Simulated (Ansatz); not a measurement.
**CH₄Cl₂SSn: a ladder of functionals and wavefunction methods**

One table from this session's results is given with a row withheld; the runs are named, their logs left out.

Method: functionals in def2-TZVPP, the program's frozen cores in correlated methods; program: Ansatz 0.2.0, Gaussian basis.

Plan: LDA (SPW92), PBE-D4, revPBE-D4, BLYP-D4, r2SCAN-D4, B97M-V, PBE0-D4, B3LYP-D4, r2SCANh-D4, r2SCAN0-D4, HSE06-D4, BHLYP-D4, CAM-B3LYP-D4, LC-ωPBE, ωB97X-V, ωB97M-V, B2PLYP, PBE-QIDH; CCSD(T)/def2-SVP; CCSD(T)/def2-TZVPP; MP2/def2-QZVPP; extrapolation to the limit; RPA on PBE.

## The geometry

The geometry comes from an earlier relaxation with PBE0-D4 in a triple-zeta def2 set; it is a stationary point, not always the lowest conformer. Sn takes the def2 core potential; no spin-orbit term is included.

9 atoms, charge 0, spin multiplicity 1.

Atoms are counted from 1 here; the program's logs count them from 0.

Bond lengths: C1–Sn2 2.116 Å, C1–H6 1.089 Å, C1–H7 1.089 Å, C1–H8 1.089 Å, Sn2–S3 2.379 Å, Sn2–Cl4 2.323 Å, Sn2–Cl5 2.323 Å, S3–H9 1.344 Å. Angles: Sn2–C1–H6 109.0°, Sn2–C1–H7 108.2°, Sn2–C1–H8 109.0°, H6–C1–H7 110.1°, H6–C1–H8 110.3°, H7–C1–H8 110.1°, C1–Sn2–S3 113.7°, C1–Sn2–Cl4 110.4°, C1–Sn2–Cl5 110.4°, S3–Sn2–Cl4 108.8°, S3–Sn2–Cl5 108.8°, Cl4–Sn2–Cl5 104.2°, Sn2–S3–H9 92.4°.

As a file:

```mol
CH4Cl2SSn
  3D, bonds by distance, orders not assigned

  9  8  0  0  0  0  0  0  0  0999 V2000
   -1.5565   -0.2346    0.2273 C   0  0
    0.4594    0.2079   -0.2398 Sn  0  0
    2.0324   -0.9418    1.1258 S   0  0
    0.9006   -0.2819   -2.4673 Cl  0  0
    0.8485    2.4918   -0.0691 Cl  0  0
   -1.7248   -1.3026    0.0954 H   0  0
   -2.1952    0.3314   -0.4491 H   0  0
   -1.7533    0.0551    1.2586 H   0  0
    3.0773   -0.3716    0.5011 H   0  0
  1  2  8  0
  2  3  8  0
  2  4  8  0
  2  5  8  0
  1  6  8  0
  1  7  8  0
  1  8  8  0
  3  9  8  0
M  END
```

The first run:

in.yaml

```yaml
crystal:
  periodic: [false, false, false]
  atoms:
    - {symbol: C, position_ang: [-1.556498, -0.234588, 0.227282]}
    - {symbol: Sn, position_ang: [0.459363, 0.207917, -0.239794]}
    - {symbol: S, position_ang: [2.032352, -0.941834, 1.125808]}
    - {symbol: Cl, position_ang: [0.900627, -0.281932, -2.467316]}
    - {symbol: Cl, position_ang: [0.848501, 2.491751, -0.069119]}
    - {symbol: H, position_ang: [-1.724841, -1.302557, 0.095413]}
    - {symbol: H, position_ang: [-2.195157, 0.331393, -0.449101]}
    - {symbol: H, position_ang: [-1.753294, 0.055111, 1.258590]}
    - {symbol: H, position_ang: [3.077344, -0.371559, 0.501136]}
basis:
  gaussian: {orbitals: def2-TZVPP}
hamiltonian: {xc: lda}
output: {orbitals: {seedname: orbitals}}
```

Command:

```bash
$ ansatz run in.yaml --threads 4 --pin off --events-out ev --progress --plain --max-ram 10444MiB
```

Steps of the session up to this table: LDA; PBE-D4 (GGA); revPBE-D4 (GGA); BLYP-D4 (GGA); r2SCAN-D4 (meta-GGA); B97M-V (meta-GGA); B3LYP-D4 (hybrid); r2SCANh-D4 (hybrid); r2SCAN0-D4 (hybrid); HSE06-D4 (hybrid); BHLYP-D4 (hybrid); CAM-B3LYP-D4 (range-separated); LC-ωPBE (range-separated); ωB97X-V (range-separated); ωB97M-V (range-separated); B2PLYP (double hybrid); PBE-QIDH (double hybrid).

One of the session's tables, all rows but one given; the rest of the session is left out.

It belongs to the step «Frontier levels by functional». 

```
  functional  HOMO (eV)  LUMO (eV)  gap (eV)
 LDA (SPW92)          ?          ?         ?
      PBE-D4      -6.68      -2.65      4.03
   revPBE-D4      -6.63      -2.55      4.07
     BLYP-D4      -6.50      -2.58      3.92
   r2SCAN-D4      -6.99      -2.45      4.54
      B97M-V      -7.06      -2.34      4.73
     PBE0-D4      -7.95      -1.75      6.21
    B3LYP-D4      -7.68      -2.03      5.65
  r2SCANh-D4      -7.45      -2.13      5.33
  r2SCAN0-D4      -8.15      -1.63      6.52
    HSE06-D4      -7.55      -2.12      5.43
    BHLYP-D4      -9.05      -0.75      8.30
CAM-B3LYP-D4      -9.28      -0.74      8.54
     LC-ωPBE     -10.73       0.47     11.20
     ωB97X-V     -10.34       0.37     10.71
     ωB97M-V     -10.16       0.25     10.41
```

**Question.** Estimate the row for LDA (SPW92).

**Answer.** HOMO (eV): -6.81; LUMO (eV): -2.94; gap (eV): 3.87. In the column «HOMO (eV)» it lies between r2SCAN-D4 (-6.99) and PBE-D4 (-6.68).
